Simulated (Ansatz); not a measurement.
# C2H3AlO (SMILES C#C[O][AlH2]): functionals against CCSD(T) at one geometry

One table from this session's results is given with a row withheld; the runs are named, their logs left out.

Program: Ansatz 0.2.0, Gaussian basis. Level of theory: single points in def2-TZVPP. These are calculated values, not measurements.

Correlated methods freeze the cores.

## The system as given

SMILES `C#C[O][AlH2]`, 7 atoms, charge 0, spin multiplicity 1.

Atoms are counted from 1 here; the program's logs count them from 0.

Bond lengths: C1–C2 1.304 Å, C1–H5 1.010 Å, C2–O3 1.260 Å, O3–Al4 1.476 Å, Al4–H6 1.485 Å, Al4–H7 1.682 Å. Angles: C2–C1–H5 166.2°, C1–C2–O3 166.4°, C2–O3–Al4 170.4°, O3–Al4–H6 130.0°, O3–Al4–H7 116.3°, H6–Al4–H7 113.1°.

Geometry (Å):

```mol
C2H3AlO
  3D, bonds by distance, orders not assigned

  7  6  0  0  0  0  0  0  0  0999 V2000
    1.8289   -0.4334    1.4474 C   0  0
    0.7382   -0.2584    0.7537 C   0  0
   -0.1263    0.0219   -0.1195 O   0  0
   -1.3012    0.3305   -0.9572 Al  0  0
    2.5205   -0.6638    2.1465 H   0  0
   -2.2335    1.4857   -0.9071 H   0  0
   -1.5181   -0.6329   -2.3185 H   0  0
  1  2  8  0
  1  5  8  0
  2  3  8  0
  3  4  8  0
  4  6  8  0
  4  7  8  0
M  END
```

Set-up of the first run:

File run/in.yaml:

```yaml
crystal:
  periodic: [false, false, false]
  atoms:
    - {symbol: C, position_ang: [1.828900, -0.433400, 1.447400]}
    - {symbol: C, position_ang: [0.738200, -0.258400, 0.753700]}
    - {symbol: O, position_ang: [-0.126300, 0.021900, -0.119500]}
    - {symbol: Al, position_ang: [-1.301200, 0.330500, -0.957200]}
    - {symbol: H, position_ang: [2.520500, -0.663800, 2.146500]}
    - {symbol: H, position_ang: [-2.233500, 1.485700, -0.907100]}
    - {symbol: H, position_ang: [-1.518100, -0.632900, -2.318500]}
basis:
  gaussian: {orbitals: def2-TZVPP}
correlation: {method: ccsd_t}
output: {forces: true}
```

No record of the launch command was kept for these runs.

Among the steps run: CCSD(T)/def2-TZVPP; PBE0-D4/def2-TZVPP; wB97M-V/def2-TZVPP; r2SCAN-D4/def2-TZVPP; PBE-D4/def2-TZVPP; r2SCAN0-D4/def2-TZVPP; CAM-B3LYP-D4/def2-TZVPP.

One table of the session follows, with a row left open; its other results are not shown here.

```
      method  RMS force component (eV/Å)  angle to CCSD(T) forces (°)  dipole (D)
     CCSD(T)                       4.226                    reference        0.94
     PBE0-D4                       4.427                          3.7        0.92
     wB97M-V                       4.508                          3.8        0.95
   r2SCAN-D4                       4.362                          2.6        0.92
      PBE-D4                           ?                            ?           ?
  r2SCAN0-D4                       4.493                          4.5        0.94
CAM-B3LYP-D4                       4.515                          4.6        0.93
```

**Question.** Estimate the row for PBE-D4.

**Answer.** RMS force component (eV/Å): 4.266; angle to CCSD(T) forces (°): 2.5; dipole (D): 0.88. In the column «RMS force component (eV/Å)» it lies between CCSD(T) (4.226) and r2SCAN-D4 (4.362).
